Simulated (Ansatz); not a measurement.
# B12Ru: a trial structure relaxed, part 3 of 3

Where does this trial cell of B12Ru go when cell and atoms are let free?

Ansatz 0.2.0; DFT PBE, scalar-relativistic, plane waves, PAW. The steps go on from the part before.

## (4) Full relaxation

The end of the coarse run is made exact in the group found at a tolerance of 0.06 Å and reduced to its primitive cell.

File input.yaml:

```yaml
crystal:
  lattice:
    - [4.4897323526, 0.0, 0.0]
    - [0.0, 4.4897323526, 0.0]
    - [0.0, 0.0, 4.4897323526]
  atoms:
    - { symbol: B, position: [0.5, 0.7917173859, 0.7917173859] }
    - { symbol: B, position: [0.5, 0.2082826141, 0.7917173859] }
    - { symbol: B, position: [0.5, 0.7917173859, 0.2082826141] }
    - { symbol: B, position: [0.5, 0.2082826141, 0.2082826141] }
    - { symbol: B, position: [0.7917173859, 0.5, 0.7917173859] }
    - { symbol: B, position: [0.7917173859, 0.5, 0.2082826141] }
    - { symbol: B, position: [0.2082826141, 0.5, 0.7917173859] }
    - { symbol: B, position: [0.2082826141, 0.5, 0.2082826141] }
    - { symbol: B, position: [0.7917173859, 0.7917173859, 0.5] }
    - { symbol: B, position: [0.2082826141, 0.7917173859, 0.5] }
    - { symbol: B, position: [0.7917173859, 0.2082826141, 0.5] }
    - { symbol: B, position: [0.2082826141, 0.2082826141, 0.5] }
    - { symbol: Ru, position: [0.0, 0.0, 0.0] }
basis:
  ecutwfc: 420
kpoints:
  mp_grid: { grid: [8, 8, 8] }
hamiltonian:
  xc: pbe
scf:
  occupations: { method: gaussian, width: 0.1 }
output:
  forces: true
  stress: true
  eigenvalues: true
relax:
  adjacent_minimum: "off"
  f_tol: 0.01
  max_steps: 80
  cell: { stress_tol: 0.05 }
```

Launch:

```bash
$ ansatz run input.yaml --threads 1 --pin off --max-ram 2048MiB --backend cpu --events-out ev --progress --plain --runs-dir out
```

Log:

```text
Warning: RAYON_NUM_THREADS=1 ignored (pool sized by the plan → 1); use --threads N
Engine: ansatz 0.2.0, x86_64-unknown-linux-gnu
Pseudopotentials: kind: paw
Pseudopotential: B, paw, valence charge 3, recommended cutoff 420 eV (normal), B.paw.azcp
Pseudopotential: Ru, paw, valence charge 16, recommended cutoff 420 eV (normal), Ru.paw.azcp
Functional definition: PBE
  parameter kappa = 0.804
  parameter beta = 0.06672455060314922
  exchange = pbe_x(kappa = kappa, mu = beta*pi^2/3)
  correlation = pbe_c(beta = beta)
Crystal: 13 atoms, lattice volume = 90.503 Å³
Basis set: ecut = 420 eV, 1791 PW (Γ), exchange–correlation on 64×64×64 points (8 copies of the dense FFT grid, shifted against one another)
Bands: 39, of which v1, the nominal top of the filled ones, is band 26 counted from 1 (25 counted from 0)
Symmetry: 48 space group operations
Space group: Pm-3m (ITA 221), of the structure as read, at distance tolerance 4.5e-5 Å
k-points: 35 of 512
Non-local potential: B, projectors of the file, l = 0: 2, l = 1: 2, l = 2: 1
Non-local potential: Ru, projectors of the file, l = 0: 3, l = 1: 2, l = 2: 2, l = 3: 1
PAW form: soft (Blöchl's): semilocal exchange-correlation on the pseudo side does not see the compensation charge
PAW one-centre angular grid: B, 110 points (default); XC on 64 Gauss nodes
PAW one-centre angular grid: Ru, 590 points (default); XC on 64 Gauss nodes
Initial density: superposition of atomic densities (neutral atoms: chi_scale 0, normalization atom), corrected by the library's trained network
Initial wavefunctions: pseudopotential atomic-orbital guess
Functional: x = pbe(κ = 0.804, μ = 0.2195149727645171), c = pbe(β = 0.06672455060314922)
SCF iter   1: F=—  HF=-7737.919503 eV  |F-HF|=—  |Δ(HF+E_count)|=         —  Δρ=4.22e-2  dr2=3.49e0  ethr=1.77e-3  ⟨swp⟩=5.5  Hψ=5745  notcnv=0  defer=46
preconditioner: auto → Kerker (q_TF=auto, 2.488 Å⁻¹)  [metal: Δε(μ)=0.012 eV  Ē_g=10.127 eV  σ=0.100 eV  W_gap=0.07  n_scr=26 (ndim 8)  ℏωp=25.9 eV  f_vac=0.000  D(μ)=7.03/eV (n_scr^D=80)]
SCF iter   2: F=—  HF=-7737.721206 eV  |F-HF|=—  |Δ(HF+E_count)|=   1.98e-1  Δρ=2.16e-2  dr2=1.02e0  ethr=1.77e-3  ⟨swp⟩=1.7  Hψ=1703  notcnv=0  defer=96
SCF iter   3: F=—  HF=-7737.635898 eV  |F-HF|=—  |Δ(HF+E_count)|=   8.53e-2  Δρ=2.25e-3  dr2=6.07e-3  ethr=1.77e-3  ⟨swp⟩=1.6  Hψ=1276  notcnv=0  defer=96
SCF iter   4: F=—  HF=-7737.634903 eV  |F-HF|=—  |Δ(HF+E_count)|=   9.96e-4  Δρ=5.49e-4  dr2=5.75e-4  ethr=1.17e-5  ⟨swp⟩=2.4  Hψ=2412  notcnv=0  defer=154
SCF iter   5: F=—  HF=-7737.634844 eV  |F-HF|=—  |Δ(HF+E_count)|=   5.83e-5  Δρ=1.16e-4  dr2=1.14e-5  ethr=1.11e-6  ⟨swp⟩=1.2  Hψ=1262  notcnv=0  defer=154
SCF iter   6: F=—  HF=-7737.634882 eV  |F-HF|=—  |Δ(HF+E_count)|=   3.79e-5  Δρ=2.37e-5  dr2=7.53e-7  ethr=2.18e-8  ⟨swp⟩=2.3  Hψ=1785  notcnv=0  defer=160
SCF iter   7: F=-7737.634882 eV  HF=-7737.634882 eV  |F-HF|=4.62e-9  |Δ(HF+E_count)|=   1.93e-7  Δρ=4.84e-6  dr2=2.08e-8  ethr=1.92e-10  ⟨swp⟩=10.1  Hψ=5917  notcnv=0
SCF 1 converged in 7 iterations: F = -7737.634882 eV  dr2 = 2.08e-8
relax step   1: F+E_penalty+E_count = -7737.63488228 eV  Δ(F+E_penalty+E_count) = +0.000e0 eV  max|allowed force component| = 8.229e-2 eV/Å  Δτ_max = 0.0000 Å  P = -0.769 GPa  Ω = 90.503 Å³  (7 SCF iters, dr2 threshold 1.00e-7 eV, accepted)
Crystal: 13 atoms, lattice volume = 90.377 Å³
Initial density: handed on by an earlier stage of this run
Initial wavefunctions: those handed on with the density
iter 1 solved again at ethr=1.26e-5 eV; its pass at ethr=3.10e-3 eV (dr2=6.55e-3 eV) is discarded
SCF iter   1: F=—  HF=-7737.638673 eV  |F-HF|=—  |Δ(HF+E_count)|=         —  Δρ=1.63e-3  dr2=6.49e-3  ethr=1.26e-5  ⟨swp⟩=1.0  Hψ=4474  notcnv=0
preconditioner: auto → Kerker (q_TF=auto, 2.488 Å⁻¹)  [metal: Δε(μ)=0.007 eV  Ē_g=10.125 eV  σ=0.100 eV  W_gap=0.04  n_scr=26 (ndim 8)  ℏωp=25.9 eV  f_vac=0.000  D(μ)=6.37/eV (n_scr^D=80)]
SCF iter   2: F=—  HF=-7737.638165 eV  |F-HF|=—  |Δ(HF+E_count)|=   5.07e-4  Δρ=8.05e-4  dr2=1.76e-3  ethr=1.25e-5  ⟨swp⟩=1.0  Hψ=1365  notcnv=0
SCF iter   3: F=—  HF=-7737.637945 eV  |F-HF|=—  |Δ(HF+E_count)|=   2.20e-4  Δρ=8.65e-5  dr2=1.22e-5  ethr=3.38e-6  ⟨swp⟩=1.0  Hψ=1365  notcnv=0
SCF iter   4: F=—  HF=-7737.637977 eV  |F-HF|=—  |Δ(HF+E_count)|=   3.18e-5  Δρ=2.39e-5  dr2=8.68e-7  ethr=2.35e-8  ⟨swp⟩=2.6  Hψ=2191  notcnv=0
iter 5 did not close the SCF: its close was put off for the readings that it lacked (scf_convergence_deferred on its scf_iter line)
SCF iter   5: F=-7737.637977 eV  HF=-7737.637977 eV  |F-HF|=2.70e-8  |Δ(HF+E_count)|=   9.61e-8  Δρ=5.06e-6  dr2=4.00e-8  ethr=1.67e-9  ⟨swp⟩=1.4  Hψ=1495  notcnv=0
SCF iter   6: F=-7737.637977 eV  HF=-7737.637977 eV  |F-HF|=7.19e-10  |Δ(HF+E_count)|=  6.34e-10  Δρ=1.17e-6  dr2=2.30e-9  ethr=7.69e-11  ⟨swp⟩=4.1  Hψ=4697  notcnv=0
SCF 2 converged in 6 iterations: F = -7737.637977 eV  dr2 = 2.30e-9
relax step   2: F+E_penalty+E_count = -7737.63797708 eV  Δ(F+E_penalty+E_count) = -3.095e-3 eV  max|allowed force component| = 6.827e-2 eV/Å  Δτ_max = 0.0019 Å  P = -0.386 GPa  Ω = 90.377 Å³  energy of the carried Pulay correction = +2.234e-4 eV  (6 SCF iters, dr2 threshold 1.30e-6 eV, accepted)
Crystal: 13 atoms, lattice volume = 90.338 Å³
iter 1 solved again at ethr=1.29e-4 eV; its pass at ethr=3.10e-3 eV (dr2=6.70e-2 eV) is discarded
SCF iter   1: F=—  HF=-7737.655273 eV  |F-HF|=—  |Δ(HF+E_count)|=         —  Δρ=5.41e-3  dr2=6.64e-2  ethr=1.29e-4  ⟨swp⟩=2.5  Hψ=5009  notcnv=0  defer=1
preconditioner: auto → Kerker (q_TF=auto, 2.488 Å⁻¹)  [metal: Δε(μ)=0.006 eV  Ē_g=10.138 eV  σ=0.100 eV  W_gap=0.03  n_scr=26 (ndim 8)  ℏωp=25.9 eV  f_vac=0.000  D(μ)=6.76/eV (n_scr^D=80)]
SCF iter   2: F=—  HF=-7737.647400 eV  |F-HF|=—  |Δ(HF+E_count)|=   7.87e-3  Δρ=2.92e-3  dr2=2.13e-2  ethr=1.28e-4  ⟨swp⟩=1.0  Hψ=1365  notcnv=0
SCF iter   3: F=—  HF=-7737.643368 eV  |F-HF|=—  |Δ(HF+E_count)|=   4.03e-3  Δρ=3.05e-4  dr2=9.13e-5  ethr=4.09e-5  ⟨swp⟩=2.3  Hψ=1955  notcnv=0
SCF iter   4: F=—  HF=-7737.643394 eV  |F-HF|=—  |Δ(HF+E_count)|=   2.62e-5  Δρ=7.21e-5  dr2=8.45e-6  ethr=1.76e-7  ⟨swp⟩=2.3  Hψ=2228  notcnv=0
iter 5 did not close the SCF: its close was put off for the readings that it lacked (scf_convergence_deferred on its scf_iter line)
SCF iter   5: F=-7737.643393 eV  HF=-7737.643394 eV  |F-HF|=8.78e-8  |Δ(HF+E_count)|=   4.92e-7  Δρ=1.64e-5  dr2=2.78e-7  ethr=1.62e-8  ⟨swp⟩=1.0  Hψ=1365  notcnv=0
SCF iter   6: F=-7737.643394 eV  HF=-7737.643394 eV  |F-HF|=6.78e-9  |Δ(HF+E_count)|=   3.63e-8  Δρ=4.36e-6  dr2=1.97e-8  ethr=5.34e-10  ⟨swp⟩=4.8  Hψ=6091  notcnv=0
the search or the solves at the SCF's close seem to have found levels that the self-consistency loop had missed (the run counts 1). By its estimate they hold under 1e-12 electrons; where the run keeps them, the occupations were computed again with them
SCF 3 converged in 6 iterations: F = -7737.643394 eV  dr2 = 1.97e-8
relax step   3: F+E_penalty+E_count = -7737.64339361 eV  Δ(F+E_penalty+E_count) = -5.417e-3 eV  max|allowed force component| = 9.327e-3 eV/Å  Δτ_max = 0.0101 Å  P = +0.003 GPa  Ω = 90.338 Å³  energy of the carried Pulay correction = +2.919e-4 eV  (6 SCF iters, dr2 threshold 3.72e-7 eV, accepted)
Basis set: ecut = 420 eV, 1791 PW (Γ), exchange–correlation on 60×60×60 points (8 copies of the dense FFT grid, shifted against one another)
Initial wavefunctions: pseudopotential atomic-orbital guess (no wavefunctions were taken with the density)
iter 1 solved again at ethr=1.40e-7 eV; its pass at ethr=3.10e-3 eV (dr2=7.26e-5 eV) is discarded
SCF iter   1: F=—  HF=-7737.643214 eV  |F-HF|=—  |Δ(HF+E_count)|=         —  Δρ=6.05e-6  dr2=2.23e-8  ethr=1.40e-7  ⟨swp⟩=2.2  Hψ=8659  notcnv=0
eigensolver tolerance schedule: the retry pair's looser diagonalisation over-reported the residual by 3258.82 of it (diagonalisation noise at 0.17 of the residual, at the tolerance the schedule requests for it); recorded, not acted on — ethr = c·dr2/N_el stays at c = 1.0e-1
preconditioner: auto → Kerker (q_TF=auto, 2.488 Å⁻¹)  [metal: Δε(μ)=0.022 eV  Ē_g=10.133 eV  σ=0.100 eV  W_gap=0.12  n_scr=26 (ndim 8)  ℏωp=25.9 eV  f_vac=0.000  D(μ)=6.65/eV (n_scr^D=80)]
SCF iter   2: F=—  HF=-7737.643199 eV  |F-HF|=—  |Δ(HF+E_count)|=   1.52e-5  Δρ=3.85e-6  dr2=1.12e-8  ethr=4.28e-11  ⟨swp⟩=2.9  Hψ=2676  notcnv=0
SCF iter   3: F=—  HF=-7737.643199 eV  |F-HF|=—  |Δ(HF+E_count)|=   6.26e-9  Δρ=1.45e-6  dr2=2.26e-9  ethr=2.16e-11  ⟨swp⟩=2.1  Hψ=1652  notcnv=0
SCF iter   4: F=—  HF=-7737.643199 eV  |F-HF|=—  |Δ(HF+E_count)|=   1.05e-9  Δρ=8.10e-7  dr2=3.10e-10  ethr=4.35e-12  ⟨swp⟩=2.0  Hψ=2006  notcnv=0
iter 5 did not close the SCF: its close was put off for the readings that it lacked (scf_convergence_deferred on its scf_iter line)
SCF iter   5: F=-7737.643199 eV  HF=-7737.643199 eV  |F-HF|=4.27e-11  |Δ(HF+E_count)|=  1.00e-11  Δρ=2.68e-7  dr2=5.61e-11  ethr=1.00e-12  ⟨swp⟩=1.0  Hψ=1365  notcnv=0
SCF iter   6: F=-7737.643199 eV  HF=-7737.643199 eV  |F-HF|=1.18e-11  |Δ(HF+E_count)|=  3.64e-12  Δρ=1.42e-7  dr2=1.23e-11  ethr=1.00e-12  ⟨swp⟩=2.6  Hψ=4098  notcnv=0
SCF 4 converged in 6 iterations: F = -7737.643199 eV  dr2 = 1.23e-11
relax step   4: F+E_penalty+E_count = -7737.64319916 eV  Δ(F+E_penalty+E_count) = +1.945e-4 eV  max|allowed force component| = 9.381e-3 eV/Å  Δτ_max = 0.0000 Å  P = +0.003 GPa  Ω = 90.338 Å³  stress off target by 2.94e-3 GPa  SCF on the basis re-selected at this cell (its energy is not comparable with the rows above)  (6 SCF iters)
basis re-selected at this cell: Δ(F+E_penalty+E_count) = +1.945e-4 eV, ΔP = +0.000 GPa vs the last step (what re-selecting the basis moved, of the pressure what is left beyond the Pulay correction that the steps carried, after the strain that the cell walked since its last selection, with what the two solves' SCF thresholds leave and, on support functions, any second-order correction that the steps lacked; it is no measure of the basis error at this ecutwfc). The dense FFT grid was sized anew with the basis: this SCF ran on 30×30×30 points, the steps before it on 32×32×32, so part of this shift can come from that change (see relax.cell in the input reference). This SCF's stress stands 2.94e-3 GPa from its target on what of the cell is left free (relax.cell.stress_tol is 5.00e-2 GPa) and its largest allowed force component is 9.38e-3 eV/Å (relax.f_tol is 1.00e-2 eV/Å): within both
SCF converged after 6 iterations
Free energy (F): -7737.643199 eV
Harris-Foulkes:  -7737.643199 eV  (|F-HF|=1.18e-11)
Internal energy: -7737.609938 eV  (E = F + TS)
E sigma→0 (E₀):  -7737.626569 eV
Entropy (-TS):   -0.033261 eV (-2.559 meV/atom)
Fermi energy:    13.703125 eV
--- Per-component energies (eV) ---
  E_band       = 41.654558
  E_kinetic    = 1106.533299
  E_local      = -2076.394398  (includes V_loc(G=0)·N_el)
  E_nonlocal   = 486.266980
  E_hartree    = 739.794128
  E_xc         = -576.394694
  E_vxc        = -697.715968  (∫ρ·V_xc dr)
  E_paw        = -4405.701127  (= ΣΔE_a)
  E_vpaw       = -256.623573  (= ΣTr[D̂ρ^β])
  E_aug_tail   = -0.000196  (compensation charges beyond the density's cutoff)
  E_ewald      = -3011.713931
  E_smearing   = -0.033261  (= −TS)
  E_closure    = 0.000000  (closes the sum)
  Σ components = -7737.643199   (vs F -7737.643199, Δ=0.00e0)
--- Forces (eV/Å), atoms counted from 1 ---
  atom   1  B      0.00000000     0.00938127     0.00938127
  atom   2  B      0.00000000    -0.00938127     0.00938127
  atom   3  B     -0.00000000     0.00938127    -0.00938127
  atom   4  B     -0.00000000    -0.00938127    -0.00938127
  atom   5  B      0.00938127     0.00000000     0.00938127
  atom   6  B      0.00938127    -0.00000000    -0.00938127
  atom   7  B     -0.00938127     0.00000000     0.00938127
  atom   8  B     -0.00938127    -0.00000000    -0.00938127
  atom   9  B      0.00938127     0.00938127     0.00000000
  atom  10  B     -0.00938127     0.00938127     0.00000000
  atom  11  B      0.00938127    -0.00938127    -0.00000000
  atom  12  B     -0.00938127    -0.00938127     0.00000000
  atom  13  Ru    -0.00000000     0.00000000    -0.00000000
  max |Σ_I F_I| component: 4.45e-17 eV/Å
--- Stress (GPa, compression-positive) ---
        0.002937      -0.000000      -0.000000
       -0.000000       0.002937       0.000000
       -0.000000       0.000000       0.002937
  P = ⅓ Tr σ = 0.0029 GPa (0.029 kbar)
--- Band table (eV; the first three rows and the last of 35) ---
  k-point 0: bands = ["-58.5134", "-28.6268", "-28.6268", "-28.6268", "-2.7877", "2.5791", "2.5791", "3.0638", "3.0638", "3.0638", "4.5056", "6.7539", "6.7539", "6.7539", "7.7234", "7.7234", "9.4431", "9.4431", "9.4431", "9.4670", "9.4670", "9.4670", "10.5094", "13.2038", "13.2038", "13.2038", "14.3573", "14.3573", "17.1948", "17.1948", "17.1948", "18.3585", "20.0767", "20.0767", "20.0767", "20.1548", "20.1548", "20.1548", "21.4558"]
  k-point 1: bands = ["-58.5134", "-28.6271", "-28.6267", "-28.6267", "-2.6952", "1.6789", "2.6718", "3.1290", "3.1290", "3.6313", "5.0395", "6.4256", "6.4256", "6.8222", "6.9939", "7.6002", "9.3922", "9.3922", "9.4787", "9.8628", "9.8628", "10.2271", "10.3171", "13.3694", "13.3694", "13.4444", "14.0152", "14.3653", "16.9591", "16.9890", "16.9890", "18.8856", "19.2147", "19.4442", "19.4442", "20.3330", "20.8435", "21.0230", "21.0230"]
  k-point 2: bands = ["-58.5133", "-28.6279", "-28.6267", "-28.6267", "-2.4221", "0.5997", "2.9477", "3.3163", "3.3163", "4.0827", "5.7842", "5.7842", "5.9200", "6.2017", "7.0169", "7.1888", "9.2380", "9.2380", "9.6341", "9.6740", "10.7523", "10.7523", "11.8048", "13.2644", "13.7156", "13.7156", "13.9009", "14.4006", "16.1194", "16.5478", "16.5478", "18.0238", "19.0043", "19.0043", "19.3313", "20.2226", "20.6541", "20.6541", "20.8749"]
  k-point 34: bands = ["-58.5133", "-28.6289", "-28.6289", "-28.6289", "0.9071", "0.9071", "0.9071", "0.9754", "2.2201", "2.2201", "2.2201", "4.4764", "10.2929", "10.2929", "10.2929", "10.6521", "10.6521", "10.6521", "10.9726", "10.9726", "11.4145", "11.4145", "11.4145", "11.6460", "11.6460", "11.6460", "13.0998", "13.0998", "14.9946", "14.9946", "14.9946", "17.6702", "17.6702", "17.6702", "18.4865", "19.9748", "20.1467", "20.1467", "20.4099"]
--- Relaxed structure (3 steps of the walk, 3 accepted, 1 SCFs on fresh bases) ---
  F+E_penalty+E_count = -7737.64319916 eV   max|allowed force component| = 9.381e-3 eV/Å   (the final SCF, on the basis selected at the relaxed cell)
  cell:  # Å, volume = 90.3385 Å³
    - [4.487015882635777, 3.0654384948163503e-33, -1.0111132208032988e-33]
    - [3.0493890786131235e-33, 4.487015882635777, 0.0]
    - [-1.0111132208032988e-33, 0.0, 4.487015882635777]
  atoms:
    - { symbol: B, position: [0.49999999999999994, 0.7898322989722772, 0.7898322989722772] }
    - { symbol: B, position: [0.49999999999999994, 0.21016770102772275, 0.7898322989722772] }
    - { symbol: B, position: [0.49999999999999994, 0.7898322989722772, 0.21016770102772275] }
    - { symbol: B, position: [0.49999999999999994, 0.21016770102772275, 0.21016770102772275] }
    - { symbol: B, position: [0.7898322989722772, 0.49999999999999994, 0.7898322989722772] }
    - { symbol: B, position: [0.7898322989722772, 0.49999999999999994, 0.21016770102772275] }
    - { symbol: B, position: [0.21016770102772275, 0.49999999999999994, 0.7898322989722772] }
    - { symbol: B, position: [0.21016770102772275, 0.49999999999999994, 0.21016770102772275] }
    - { symbol: B, position: [0.7898322989722772, 0.7898322989722772, 0.49999999999999994] }
    - { symbol: B, position: [0.21016770102772275, 0.7898322989722772, 0.49999999999999994] }
    - { symbol: B, position: [0.7898322989722772, 0.21016770102772275, 0.49999999999999994] }
    - { symbol: B, position: [0.21016770102772275, 0.21016770102772275, 0.49999999999999994] }
    - { symbol: Ru, position: [1.857575475873807e-19, 1.486060380699043e-20, -5.201211332446654e-20] }
```

Wall time 24 s (1 thread of Intel Xeon Platinum 8375C at 2.90GHz (Ice Lake), shared host); peak memory 0.48 GiB.

The steps of the relaxation:

| step | E - E(step 1) (eV/cell) | largest force component (eV/Å) | pressure (GPa) | volume (Å³) |
| --- | --- | --- | --- | --- |
| 1 | 0.0000 | 0.0823 | -0.77 | 90.50 |
| 2 | -0.0031 | 0.0683 | -0.39 | 90.38 |
| 3 | -0.0085 | 0.0093 | 0.00 | 90.34 |
| 4 | -0.0083 | 0.0094 | 0.00 | 90.34 |

Step 1 is the start. Step 4 repeats the geometry before it on a plane-wave basis chosen anew for that cell, so its energy need not be comparable with the rows above.

|  | before | after | change |
| --- | --- | --- | --- |
| a (Å) | 4.490 | 4.487 | -0.1 % |
| b (Å) | 4.490 | 4.487 | -0.1 % |
| c (Å) | 4.490 | 4.487 | -0.1 % |
| volume (Å³/atom) | 6.96 | 6.95 | -0.2 % |
| shortest distance (Å) | 1.852 | 1.839 | -0.7 % |
| space group (0.01 Å) | Pm-3m | Pm-3m | same |

Forces and stress were held to the start's 48 operations: a distortion of lower symmetry was not tested.

## (5) Outcome

The summary covers parts 1 to 3. Changes of volume or cell count from the first structure of part 1.

| quantity | value |
| --- | --- |
| symmetry at the end (tolerance 0.05 Å) | space group Pm-3m (No. 221) |
| conventional cell | a = 4.487 Å, b = 4.487 Å, c = 4.487 Å, α = 90.00°, β = 90.00°, γ = 90.00° |
| volume | 6.95 Å³/atom |
| energy over the elements | +0.93 eV/atom |
| gap on the mesh | none (metal) |

The space group Pm-3m (No. 221) is kept, and the volume per atom shrinks by 6.2 % from the first guess. The formation energy is positive, so the separate elements lie lower. No finished test with a distortion of lower symmetry is shown, so the end may be a saddle point. Where forces pass 15 eV/Å atoms stand far too close, the PAW spheres overlap strongly and those numbers are rough.
